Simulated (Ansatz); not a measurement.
# CH₃NSe (SMILES N=C[SeH]): a relaxed scan of the bond length C2–H5

Aim: the energy along the bond length C2–H5, from CCSD(T) and from cheaper methods, relative to the minimum. At each value the rest of the molecule is relaxed at PBE0-D4 with the distance held.

The runs use Ansatz 0.2.0, Gaussian basis; single points in def2-TZVPP.

Levels: PBE-D4, r2SCAN-D4, PBE0-D4, B3LYP-D4, wB97M-V, Hartree-Fock, MP2, CCSD, CCSD(T). The scan takes 0.963, 1.001, 1.057, 1.122, 1.194, 1.272, 1.354, 1.441, 1.532 Å.

Cores are frozen in the correlated methods. Filled d shells of the heavier atoms are correlated. B3LYP uses VWN-RPA correlation.

36 further runs of the same task are left out: 36 set aside as unsound or not needed.

## Step 1: Where the work starts

SMILES `N=C[SeH]`, 6 atoms, charge 0, spin multiplicity 1.

Atoms are counted from 1 here; the program's logs count them from 0.

Bond lengths: N1–C2 1.250 Å, N1–H4 1.015 Å, C2–Se3 1.893 Å, C2–H5 1.095 Å, Se3–H6 1.454 Å. Angles: C2–N1–H4 117.1°, N1–C2–Se3 118.0°, N1–C2–H5 127.8°, Se3–C2–H5 114.3°, C2–Se3–H6 94.5°.

Geometry (Å):

```
N    -0.8311   -1.0334   -0.4360
C    -0.1009   -0.0514   -0.1828
Se    0.6311    0.0850    1.5581
H    -1.2170   -1.0926   -1.3726
H     0.1806    0.7658   -0.8544
H     1.3373    1.3267    1.2878
```

## Step 2: Relaxation at PBE0-D4

File relax/in.yaml:

```yaml
crystal:
  periodic: [false, false, false]
  atoms:
    - {symbol: N, position_ang: [-0.831130, -1.033450, -0.436020]}
    - {symbol: C, position_ang: [-0.100880, -0.051420, -0.182790]}
    - {symbol: Se, position_ang: [0.631140, 0.084980, 1.558060]}
    - {symbol: H, position_ang: [-1.217020, -1.092640, -1.372650]}
    - {symbol: H, position_ang: [0.180630, 0.765800, -0.854370]}
    - {symbol: H, position_ang: [1.337250, 1.326730, 1.287770]}
basis:
  gaussian: {orbitals: def2-TZVP}
hamiltonian: {xc: pbe0, dispersion: d4}
relax: {f_tol: 0.005, max_steps: 200}
```

No record of the launch command was kept for these runs.

Further steps of the session: The minimum at every level; C2–H5 = 0.963 Å; C2–H5 = 1.001 Å; C2–H5 = 1.057 Å; C2–H5 = 1.122 Å; C2–H5 = 1.194 Å; C2–H5 = 1.272 Å; C2–H5 = 1.354 Å; C2–H5 = 1.441 Å; C2–H5 = 1.532 Å.

What does the calculation give? Wanted: highest point, CCSD(T); lowest point, CCSD(T); minimum along the scan, CCSD(T); RMS deviation from CCSD(T); largest T1 diagnostic.

**Answer**, as computed:

| quantity | value |
| --- | --- |
| highest point, CCSD(T) | 32.7 kcal/mol at 1.532 Å |
| lowest point, CCSD(T) | 0.0 kcal/mol at 1.094 Å |
| minimum along the scan, CCSD(T) | 1.091 Å |
| curvature there | 32.9 eV/Å² |
| RMS deviation from CCSD(T) | PBE-D4 1.9, r2SCAN-D4 0.8, PBE0-D4 0.2, B3LYP-D4 0.5, wB97M-V 0.3, Hartree-Fock 2.8, MP2 0.6, CCSD 0.6 kcal/mol |
| largest T1 diagnostic | 0.012 |

What this shows: A polynomial through the near points puts the CCSD(T) minimum 0.003 Å below the PBE0-D4 value. The third derivative is negative, the usual anharmonicity of a bond. Curvature against CCSD(T): PBE-D4 -7 %, Hartree-Fock +10 %. PBE0-D4 follows the CCSD(T) curve best and Hartree-Fock worst.
